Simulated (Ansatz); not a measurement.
**Ni: searching below the plain SCF**

Plain starts of Ni have been run. Do the further runs listed below go lower? The cell (2 atoms) is Ni in its deposited structure (space group Fm-3m, primitive cell doubled). Source: COD entry 4320492, which need not be the ambient phase.

Program: Ansatz 0.2.0. Level of theory: DFT r2SCAN, PAW, plane waves, scalar-relativistic. These are calculated values, not measurements.

## Step 1: The system as given

It takes space group Fm-3m (No. 225, cubic). The conventional cell has a = 3.529 Å, b = 3.529 Å, c = 3.529 Å, α = 90.00°, β = 90.00°, γ = 90.00°. Ni (site symmetry m-3m) has 12 Ni at 2.50 Å as nearest neighbours.

Coordinates:

```xyz
2
Lattice="0.0000 1.7646 1.7646 3.5292 0.0000 3.5292 1.7646 1.7646 0.0000" Properties=species:S:1:pos:R:3 pbc="T T T"
Ni    0.0000    0.0000    0.0000
Ni    1.7646    0.0000    1.7646
```

Labels such as Ni2 number the atoms in the order of the input file.

Known so far: 7 plain starts ended in 3 states. The lowest came from “parallel moments, plain SCF [Ni1 2.00, Ni2 2.00 μB]”: ferromagnetic, site moments Ni1 0.82, Ni2 0.82 μB, total 1.49 μB per cell, no gap on the k-mesh, free energy -11690.6007 eV.

Runs to come: parallel moments, default search for lower states; opposed moments +-, default search for lower states; the moments typed in its input, symmetry off, plain SCF; the moments typed in its input, standard search for lower states.

“Plain SCF” means no search for lower states. The default search lets the program follow hints of a lower state (another filling of open shells, a soft direction), where it sees any. The standard and full searches may also try other magnetic orders and fillings, and need not reach the lowest state. With a search on, the program may also reshape the start on open shells. Ends within 0.2 meV/atom and 0.1 μB count as one state.

Moments by site are taken inside atomic spheres; the rest lies between them.

## Step 2: Parallel moments, default search for lower states

The input, input.yaml:

```yaml
crystal:
  lattice:
    - [0.0, 1.76458, 1.76458]
    - [3.52916, 0.0, 3.52916]
    - [1.76458, 1.76458, 0.0]
  atoms:
    - { symbol: Ni, position: [0.0, 0.0, 0.0], spin: 2.0 }
    - { symbol: Ni, position: [0.0, 0.5, 0.0], spin: 2.0 }
magnetization:
  spin_polarized: true
hamiltonian:
  xc: r2scan
  pseudopotentials: { kind: paw }
basis:
  ecutwfc: 500
kpoints:
  mp_grid: { grid: [12, 6, 12] }
scf:
  occupations: { method: fermi_dirac, width: 0.1 }
output:
  forces: true
  stress: true
```

**Question.** The other runs differ from this input as named above. Which state comes out lowest, and how do the others lie? Wanted: distinct states; lowest state; total moment; gap on the k-mesh; pressure; largest force.

The runs gave:

```
         quantity                                                      value
  distinct states  1 from 5 converged runs, the best start of step 1 counted
     lowest state                                              ferromagnetic
      its moments                                      Ni1 0.82, Ni2 0.82 μB
     total moment                                           1.49 μB per cell
gap on the k-mesh                                                       none
         pressure                                                   -8.5 GPa
    largest force                                                 0.000 eV/Å
```

In words: No run goes below the best plain start. 5 runs converged, all to one state. These are lowest states among those tried, not proven ground states.
